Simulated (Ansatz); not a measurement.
**Ag (diamond type): how the settings move a single-point run**

Question: which choices in the input matter for Ag (diamond type)?

Computed with Ansatz 0.2.0 (reference: DFT, PBEsol, norm-conserving pseudopotentials, Ansatz's default files, scalar-relativistic, unless a step's input says otherwise).

2 further runs of the same task are left out: 2 that didn't finish.

## (1) The starting structure

Symmetry: Fd-3m, No. 227, cubic system. Conventional cell: a = 4.449 Å, b = 4.449 Å, c = 4.449 Å, α = 90.00°, β = 90.00°, γ = 90.00°. Around Ag (site symmetry -43m) lie 4 Ag at 1.93 Å.

As a file:

```
CELL_PARAMETERS angstrom
0.00000 2.22441 2.22441
2.22441 0.00000 2.22441
2.22441 2.22441 0.00000
ATOMIC_POSITIONS crystal
Ag 0.87500 0.87500 0.87500
Ag 0.12500 0.12500 0.12500
```

## (2) Reference

input.yaml

```yaml
crystal:
  lattice:
    - [0.0, 2.2244084304, 2.2244084304]
    - [2.2244084304, 0.0, 2.2244084304]
    - [2.2244084304, 2.2244084304, 0.0]
  atoms:
    - { symbol: Ag, position: [-0.125, -0.125, -0.125] }
    - { symbol: Ag, position: [0.125, 0.125, 0.125] }
kpoints:
  mp_grid: { grid: [13, 13, 13] }
scf:
  occupations: { method: fermi_dirac, width: 0.08 }
hamiltonian:
  xc: pbesol
  pseudopotentials: { kind: nc }
output:
  forces: true
  stress: true
  eigenvalues: true
```

Command:

```console
> ansatz run input.yaml --threads 1 --pin off --max-ram 2048MiB --backend cpu --events-out ev --progress --plain --runs-dir out
```

## (3) Variant: preconditioner none

Edit input.yaml of step 2 so:

```diff
@@ -12,2 +12,3 @@
   occupations: { method: fermi_dirac, width: 0.08 }
+  mixing: { preconditioner: none }
 hamiltonian:
```

Q: Predict the outcome of this session. Wanted: for each run, ending; energy change; pressure; gap; force.

The runs gave:

```csv
run,ending,energy change,pressure (GPa),gap (eV),force (eV/Å),cycles,time
reference,converged,0,452.3,0.00,0.00,7,12 s
1: preconditioner none,converged,0.0 meV/atom,452.3,0.00,0.00,6,9.9 s
```

Residual by cycle in the longest SCF loop of each run; runs are numbered as in the table. The quantity is the density residual dr2, in eV.

```csv
cycle,reference,run 1
1,0.505,0.505
2,0.169,0.0429
3,0.00716,0.00587
4,2.4e-4,5.9e-5
5,3.3e-6,1.6e-6
6,7.4e-8,3.3e-9
7,1.5e-9,-
```

With the changed mixing the energy agrees within 0.5 meV/atom. Cost: 6 SCF cycles against 7. The structure is not at rest: the sound run finds 452 GPa, so these are no properties of the relaxed crystal. 
